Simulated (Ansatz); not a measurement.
Hf2Pd2Se2Br2O3 under changes of volume

One of the cells (22.261 Å³/atom); the others are scaled copies at fixed shape and fractional positions:

```
CELL_PARAMETERS angstrom
5.75899 0.00000 0.00000
-2.87949 4.98743 0.00000
0.00000 0.00000 8.52547
ATOMIC_POSITIONS crystal
Hf 0.33333 0.66667 0.54201
Hf 0.66667 0.33333 0.54201
Pd 0.33333 0.66667 0.12880
Pd 0.66667 0.33333 0.12880
Se 0.33333 0.66667 0.85572
Se 0.66667 0.33333 0.85572
Br 0.00000 0.00000 0.13895
Br 0.00000 0.00000 0.65384
O 0.50000 0.00000 0.42963
O 0.00000 0.50000 0.42963
O 0.50000 0.50000 0.42963
```

The cell was built by a generator and needn't be a form met in nature.

* Program: Ansatz 0.2.0
* Functional: PBE
* Potentials or basis: Ansatz PAW
* Cutoff: 420 eV (not typed: the program's choice for these potentials)
* k mesh: 6 × 6 × 3
* Occupations: fermi-dirac, width 0.05 eV
* Spin: no spin polarisation

```csv
volume (Å³/atom),energy over the lowest point (meV/atom),pressure (GPa),largest force (eV/Å)
20.926,20.55,5.4,1.301
21.371,8.52,3.4,0.814
21.816,1.86,1.5,0.363
22.261,0.00,-0.1,0.079
22.706,?,?,?
23.152,8.75,-2.9,0.800
23.597,18.53,-4.0,1.133
```

Problem. What does the run at 22.706 Å³/atom give?

Solution. Energy over the lowest point 2.45 meV/atom; pressure -1.6 GPa; largest force 0.442 eV/Å.

Worked out: A Birch-Murnaghan fit of order 3 (a polynomial in V^(-2/3)) to the other rows has its minimum at 22.22 Å³/atom with B0 = V·E''(V) = 78 GPa and B' = 4.4 at fixed shape and positions, which overstates the stiffness. It gives 2.44 meV/atom at 22.706 Å³/atom, against the run's 2.45, and -dE/dV = -1.6 GPa, against -1.6.

Energies are extrapolated to zero smearing.

Caveats: forces of over 1 eV/Å show positions far from the minimum, so gaps and moduli don't describe the material at rest (some runs).
